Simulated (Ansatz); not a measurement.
# BCl3: the cost of one run

Program: Ansatz 0.2.0, Gaussian basis. Level of theory: PBE0-D4/def2-TZVP structures, single points in def2-TZVPP, no counterpoise correction. These are calculated values, not measurements.

Levels: SPW92, PBE-D4, BLYP-D4, r2SCAN-D4, B97M-V, PBE0-D4, B3LYP-D4, r2SCAN0-D4, BHLYP-D4, CAM-B3LYP-D4, wB97X-V, wB97M-V, B2PLYP, PBE-QIDH, RPA on PBE, Hartree-Fock, MP2, CCSD, CCSD(T).

Cores are frozen in the correlated methods. B3LYP uses VWN-RPA correlation. B2PLYP carries no dispersion term here.

94 further runs of the same task are left out: 94 set aside as unsound or not needed.

### 1 Starting geometry

The complex: 14 atoms, charge 0, spin multiplicity 1.

Atoms are counted from 1 here; the program's logs count them from 0.

Bond lengths: B1–Cl2 1.831 Å, B1–Cl3 1.839 Å, B1–Cl4 1.838 Å, B1–N6 1.610 Å, H5–N6 1.022 Å, N6–Si7 1.829 Å, N6–Si8 1.829 Å, Si7–H9 1.484 Å, Si7–H10 1.471 Å, Si7–H11 1.476 Å, Si8–H12 1.474 Å, Si8–H13 1.487 Å, Si8–H14 1.471 Å. Angles: Cl2–B1–Cl3 111.8°, Cl2–B1–Cl4 112.7°, Cl2–B1–N6 106.7°, Cl3–B1–Cl4 111.8°, Cl3–B1–N6 107.3°, Cl4–B1–N6 106.2°, B1–N6–H5 104.7°, B1–N6–Si7 112.4°, B1–N6–Si8 113.0°, H5–N6–Si7 107.6°, H5–N6–Si8 107.2°, Si7–N6–Si8 111.4°, N6–Si7–H9 103.5°, N6–Si7–H10 110.3°, N6–Si7–H11 106.7°, H9–Si7–H10 111.3°, H9–Si7–H11 110.0°, H10–Si7–H11 114.5° and more.

As a file:

```tsv
atom	x (Å)	y (Å)	z (Å)
B1	-0.3457	-0.2080	-1.5598
Cl2	-0.0988	1.2102	-2.6915
Cl3	0.4822	-1.7283	-2.1801
Cl4	-2.1181	-0.5062	-1.1725
H5	1.2287	0.6459	-0.4372
N6	0.3577	0.1853	-0.1662
Si7	-0.6272	1.3867	0.7984
Si8	0.8085	-1.2722	0.8421
H9	0.3950	2.1157	1.5898
H10	-1.3499	2.2951	-0.1045
H11	-1.4936	0.5995	1.6974
H12	2.1161	-1.7765	0.3855
H13	0.9467	-0.7121	2.2124
H14	-0.3015	-2.2353	0.7861
```

Its parts: BCl3 holds atoms 1, 2, 3, 4; Si2NH7 holds atoms 5, 6, 7, 8, 9, 10, 11, 12, 13, 14. Each part counts its atoms afresh in its own runs.

### 2 Relaxing BCl3 alone

Contents of relax-a/in.yaml:

```yaml
crystal:
  periodic: [false, false, false]
  atoms:
    - {symbol: B, position_ang: [-0.345747, -0.207992, -1.559794]}
    - {symbol: Cl, position_ang: [-0.098829, 1.210238, -2.691510]}
    - {symbol: Cl, position_ang: [0.482208, -1.728251, -2.180120]}
    - {symbol: Cl, position_ang: [-2.118076, -0.506187, -1.172510]}
basis:
  gaussian: {orbitals: def2-TZVP}
hamiltonian: {xc: pbe0, dispersion: d4}
relax: {f_tol: 0.005, max_steps: 200}
```

Run with:

```
ansatz run in.yaml --threads 4 --pin off --events-out ev --progress --plain --max-ram 66560MiB --backend cpu
```

**Question.** How long does this run take on 4 threads of AMD EPYC 7R13, shared host?

About 7.5 s.
